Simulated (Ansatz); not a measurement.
# Mg3PN: the cell at several levels of theory

An exercise on one series of results from a longer session: the logs are not shown, and one member is left open.

Program: Ansatz 0.2.0. PAW datasets, plane waves, zero pressure. All values are calculated for a non-magnetic cell, which may be hypothetical.

## The cell

This is the cell as the run starts from it, not yet at rest; its lengths are not the crystal's.

Space group Pm-3m (No. 221), cubic; conventional cell a = 4.077 Å, 13.56 Å³ an atom. Near P stand 12 Mg at 2.88 Å; near N stand 6 Mg at 2.04 Å; near Mg stand 2 N at 2.04 Å and 4 P at 2.88 Å.

The structure in full:

```
CELL_PARAMETERS angstrom
4.07749 0.00000 0.00000
0.00000 4.07749 0.00000
0.00000 0.00000 4.07749
ATOMIC_POSITIONS crystal
P 0.00000 0.00000 0.00000
N 0.50000 0.50000 0.50000
Mg 0.50000 0.50000 0.00000
Mg 0.50000 0.00000 0.50000
Mg 0.00000 0.50000 0.50000
```

The first run:

File input.yaml:

```yaml
crystal:
  lattice:
    - [4.07749394, 0.0, 0.0]
    - [0.0, 4.07749394, 0.0]
    - [0.0, 0.0, 4.07749394]
  atoms:
    - { symbol: P, position: [0.0, 0.0, 0.0] }
    - { symbol: "N", position: [0.5, 0.5, 0.5] }
    - { symbol: Mg, position: [0.5, 0.5, 0.0] }
    - { symbol: Mg, position: [0.5, 0.0, 0.5] }
    - { symbol: Mg, position: [0.0, 0.5, 0.5] }
kpoints:
  mp_grid: { grid: [6, 6, 6] }
hamiltonian:
  xc: pbe
scf:
  occupations: { method: fermi_dirac, width: 0.02 }
relax:
  f_tol: 0.005
  cell: {}
```

Launch:

```sh
ansatz run input.yaml --threads 2 --pin off --max-ram 18432MiB --backend cpu --events-out ev --progress --plain --runs-dir out
```

Among the steps run: PBE: cell and atoms; Relaxation with r2SCAN; Relaxation with PBEsol; LDA: cell and atoms.

One table of the session follows, with a row left open; its other results are not shown here.

It belongs to the step «The cells side by side». 

```
 level  a (Å)  volume (Å³/atom)
   PBE  4.183            14.638
r2SCAN  4.152            14.311
PBEsol  4.152            14.318
   LDA      ?                 ?
```

Estimate the missing values for LDA.

As computed: a (Å): 4.106; volume (Å³/atom): 13.846. In the column «a (Å)» it is the lowest.

What this shows: The first relaxation changed the volume by +8.0 % from the start. The volume runs from LDA (least) to PBE (most), a spread of 5.7 %, or 1.9 % in length if all axes shared it alike.
